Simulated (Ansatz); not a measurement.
# CH3BCl2O (SMILES COB(Cl)Cl): HF/STO-3G

What is the vertical singlet–triplet gap of CH3BCl2O at HF/STO-3G? 

The results are computed with Ansatz 0.2.0.

108 further runs of the same task are left out: 108 set aside as unsound or not needed.

### 1 Starting point

The species is CH3BCl2O (8 atoms), meant as a singlet with charge 0. SMILES: `COB(Cl)Cl`. Geometry: relaxed at PBE0-D4/def2-TZVP.

Bond lengths: C1–O2 1.417 Å, O2–B3 1.331 Å, B3–Cl4 1.752 Å, B3–Cl5 1.763 Å, C1–H6 1.090 Å, C1–H7 1.091 Å, C1–H8 1.091 Å. Angles: C1–O2–B3 126.0°, O2–B3–Cl4 118.1°, O2–B3–Cl5 123.2°, Cl4–B3–Cl5 118.7°, O2–C1–H6 107.8°, O2–C1–H7 111.7°, O2–C1–H8 108.7°, H6–C1–H7 109.9°, H6–C1–H8 109.2°, H7–C1–H8 109.6°.

### 2 A single-point energy at HF/STO-3G

The input, input.yaml:

```yaml
crystal:
  periodic: [false, false, false]
  atoms:
    - {symbol: C, position_ang: [-0.173000, -0.644100, 0.940400]}
    - {symbol: O, position_ang: [0.000100, -0.547100, -0.462300]}
    - {symbol: B, position_ang: [0.213000, 0.573500, -1.147500]}
    - {symbol: Cl, position_ang: [0.382900, 0.455700, -2.887600]}
    - {symbol: Cl, position_ang: [0.331800, 2.160700, -0.389600]}
    - {symbol: H, position_ang: [0.452100, -1.462400, 1.297300]}
    - {symbol: H, position_ang: [0.104200, 0.282000, 1.445200]}
    - {symbol: H, position_ang: [-1.218800, -0.875400, 1.148200]}
basis:
  gaussian: {orbitals: STO-3G}
hamiltonian: {xc: hf}
accuracy: high
output: {orbitals: {seedname: orbitals}}
```

The run is started by

```sh
$ ansatz run input.yaml --threads 1 --pin off --max-ram 3480MiB --events-out events.jsonl --progress --plain --runs-dir runs
```

Output:

```text
Warning: RAYON_NUM_THREADS=1 ignored (pool sized by the plan → 1); use --threads N
Functional definition: HF
  name "HF"
  exchange = exact_x
  correlation = 0
722 factors; integrals over basis functions are off by at most 2.3e-8 eV
mean field evaluation 1: about -28478.2748 eV, gradient 2.8e1 eV
mean field evaluation 2: about -28478.4458 eV, gradient 2.8e1 eV
mean field evaluation 4: about -28481.5197 eV, gradient 1.7e0 eV
mean field evaluation 8: about -28481.5296 eV, gradient 4.6e-2 eV
mean field -28481.52958016 eV, -1046.6769065968 hartree, gradient 9.3e-9 eV, S^2 0.000000; 0 other end points of the search recorded, 0 dependent functions left out
reference -28481.52958016 eV, -1046.6769065968 hartree; 28, 28 occupied and 8, 8 virtual orbitals, 722 factors
Total energy: -28481.52958016 eV, -1046.6769065968 hartree
```

Wall time 0.42 s (1 thread of Arm Neoverse V1, shared host).

### 3 The triplet, same level

The input, run.yaml:

```yaml
basis:
  gaussian:
    orbitals: STO-3G
crystal:
  periodic: [false, false, false]
  atoms:
    - {symbol: C, position_ang: [-0.173000, -0.644100, 0.940400]}
    - {symbol: O, position_ang: [0.000100, -0.547100, -0.462300]}
    - {symbol: B, position_ang: [0.213000, 0.573500, -1.147500]}
    - {symbol: Cl, position_ang: [0.382900, 0.455700, -2.887600]}
    - {symbol: Cl, position_ang: [0.331800, 2.160700, -0.389600]}
    - {symbol: H, position_ang: [0.452100, -1.462400, 1.297300]}
    - {symbol: H, position_ang: [0.104200, 0.282000, 1.445200]}
    - {symbol: H, position_ang: [-1.218800, -0.875400, 1.148200]}
accuracy: high
output: {orbitals: {seedname: orbitals}}
magnetization:
  spin_polarized: true
  initial_magnetization: 2
hamiltonian:
  xc: hf
```

The run is started by

```sh
$ ansatz run run.yaml --threads 1 --pin off --max-ram 3480MiB --events-out events.jsonl --progress --plain --runs-dir runs
```

Output:

```text
Warning: RAYON_NUM_THREADS=1 ignored (pool sized by the plan → 1); use --threads N
Functional definition: HF
  name "HF"
  exchange = exact_x
  correlation = 0
722 factors; integrals over basis functions are off by at most 2.3e-8 eV
mean field evaluation 1: about -28471.3496 eV, gradient 1.7e1 eV
mean field evaluation 2: about -28471.5598 eV, gradient 1.7e1 eV
mean field evaluation 4: about -28474.9382 eV, gradient 2.4e0 eV
mean field evaluation 8: about -28475.0721 eV, gradient 5.2e-4 eV
mean field evaluation 16: about -28474.6376 eV, gradient 1.9e0 eV
mean field evaluation 32: about -28474.7900 eV, gradient 7.8e-1 eV
mean field -28475.06840784 eV, -1046.4394628934 hartree, gradient 2.2e-8 eV, S^2 2.016966; 2 other end points of the search recorded, 0 dependent functions left out
reference -28475.06840784 eV, -1046.4394628934 hartree; 29, 27 occupied and 7, 9 virtual orbitals, 722 factors
Total energy: -28475.06840784 eV, -1046.4394628934 hartree
```

It took 0.99 s on 1 thread of Arm Neoverse V1, shared host; peak memory 0.11 GiB.

### 4 Summary of results

At HF/STO-3G:

| quantity | value |
| --- | --- |
| singlet: total energy | -1046.67691 Eh |
| singlet: HOMO energy | -10.74 eV |
| singlet: LUMO energy | 6.84 eV |
| singlet: HOMO–LUMO gap | 17.59 eV |
| triplet: total energy | -1046.43946 Eh |
| triplet: HOMO energy (highest over α and β) | -3.97 eV |
| triplet: LUMO energy (lowest over α and β) | 1.27 eV |
| triplet: ⟨S²⟩ | 2.017 |
| vertical energy of the triplet above the singlet | 6.461 eV |

**Reading.** At this shape the triplet lies 6.46 eV (149 kcal/mol) above the singlet. In a minimal basis such a difference can be off by several eV, whatever the method.
